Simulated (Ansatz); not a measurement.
**H₄O₂SSi: up Jacob's ladder to CCSD(T)**

One table from this session's results is given with a row withheld; the runs are named, their logs left out.

The runs use Ansatz 0.2.0, Gaussian basis; functionals in def2-TZVPP, the program's frozen cores in correlated methods.

Levels to be run: LDA (SPW92), PBE-D4, revPBE-D4, BLYP-D4, r2SCAN-D4, B97M-V, PBE0-D4, B3LYP-D4, r2SCANh-D4, r2SCAN0-D4, HSE06-D4, BHLYP-D4, CAM-B3LYP-D4, LC-ωPBE, ωB97X-V, ωB97M-V, B2PLYP, PBE-QIDH; CCSD(T)/def2-SVP; CCSD(T)/def2-TZVPP; MP2/def2-QZVPP; extrapolation to the limit; RPA on PBE.

### The geometry

The geometry comes from an earlier relaxation with PBE0-D4 in a triple-zeta def2 set; it is a stationary point, not always the lowest conformer.

SMILES `O[SiH](O)S`, 8 atoms, charge 0, spin multiplicity 1.

Atoms are counted from 1 here; the program's logs count them from 0.

Bond lengths: O1–Si2 1.641 Å, O1–H5 0.959 Å, Si2–O3 1.629 Å, Si2–S4 2.137 Å, Si2–H6 1.476 Å, O3–H7 0.959 Å, S4–H8 1.345 Å. Angles: Si2–O1–H5 116.5°, O1–Si2–O3 106.1°, O1–Si2–S4 110.0°, O1–Si2–H6 114.4°, O3–Si2–S4 115.3°, O3–Si2–H6 107.0°, S4–Si2–H6 104.3°, Si2–O3–H7 117.6°, Si2–S4–H8 94.4°.

Geometry (Å):

```tsv
atom	x (Å)	y (Å)	z (Å)
O1	-0.6498	1.0548	-0.7853
Si2	0.2682	0.3034	0.3490
O3	1.6702	-0.0830	-0.3860
S4	-0.8077	-1.3429	1.1848
H5	-1.5912	1.1018	-0.6104
H6	0.6088	1.1442	1.5132
H7	1.6356	-0.3082	-1.3173
H8	-1.0417	-1.9273	-0.0036
```

Set-up of the first run:

File in.yaml:

```yaml
crystal:
  periodic: [false, false, false]
  atoms:
    - {symbol: O, position_ang: [-0.649801, 1.054808, -0.785309]}
    - {symbol: Si, position_ang: [0.268249, 0.303393, 0.349024]}
    - {symbol: O, position_ang: [1.670166, -0.083003, -0.386045]}
    - {symbol: S, position_ang: [-0.807746, -1.342900, 1.184753]}
    - {symbol: H, position_ang: [-1.591248, 1.101813, -0.610442]}
    - {symbol: H, position_ang: [0.608759, 1.144187, 1.513201]}
    - {symbol: H, position_ang: [1.635566, -0.308219, -1.317319]}
    - {symbol: H, position_ang: [-1.041747, -1.927276, -0.003562]}
basis:
  gaussian: {orbitals: def2-TZVPP}
hamiltonian: {xc: lda}
output: {orbitals: {seedname: orbitals}}
```

The run is started by

```bash
> ansatz run in.yaml --threads 2 --pin off --events-out ev --progress --plain --max-ram 4352MiB
```

Among the steps run: LDA; PBE-D4 (GGA); revPBE-D4 (GGA); BLYP-D4 (GGA); r2SCAN-D4 (meta-GGA); B97M-V (meta-GGA); PBE0-D4 (hybrid); B3LYP-D4 (hybrid); r2SCANh-D4 (hybrid); r2SCAN0-D4 (hybrid); HSE06-D4 (hybrid); BHLYP-D4 (hybrid); CAM-B3LYP-D4 (range-separated); LC-ωPBE (range-separated); ωB97X-V (range-separated); ωB97M-V (range-separated); B2PLYP (double hybrid); PBE-QIDH (double hybrid).

One table of the session follows, with a row left open; its other results are not shown here.

It belongs to the step «Orbital energies across the functionals». 

```
  functional  HOMO (eV)  LUMO (eV)  gap (eV)
 LDA (SPW92)      -6.52      -0.67      5.86
      PBE-D4      -6.38      -0.51      5.88
   revPBE-D4      -6.33      -0.43      5.90
     BLYP-D4      -6.22      -0.45      5.77
   r2SCAN-D4      -6.69      -0.14      6.54
      B97M-V      -6.78      -0.31      6.47
     PBE0-D4      -7.67       0.43      8.10
    B3LYP-D4      -7.40       0.12      7.52
  r2SCANh-D4      -7.16       0.19      7.35
  r2SCAN0-D4          ?          ?         ?
    HSE06-D4      -7.26       0.05      7.31
    BHLYP-D4      -8.79       1.17      9.96
CAM-B3LYP-D4      -9.01       1.30     10.31
     LC-ωPBE     -10.45       2.63     13.08
     ωB97X-V     -10.06       2.43     12.49
     ωB97M-V      -9.89       2.02     11.91
```

Estimate the missing values for r2SCAN0-D4.

Worked estimate for «HOMO (eV)». Against the share of exact exchange, r2SCAN-D4 (0, -6.69), r2SCANh-D4 (0.1, -7.16) give a slope of -4.70 per unit share; at 0.25 the line stands at -7.86.

The run gave: HOMO (eV): -7.86; LUMO (eV): 0.68; gap (eV): 8.54. In «HOMO (eV)» the line misses by 0.00.
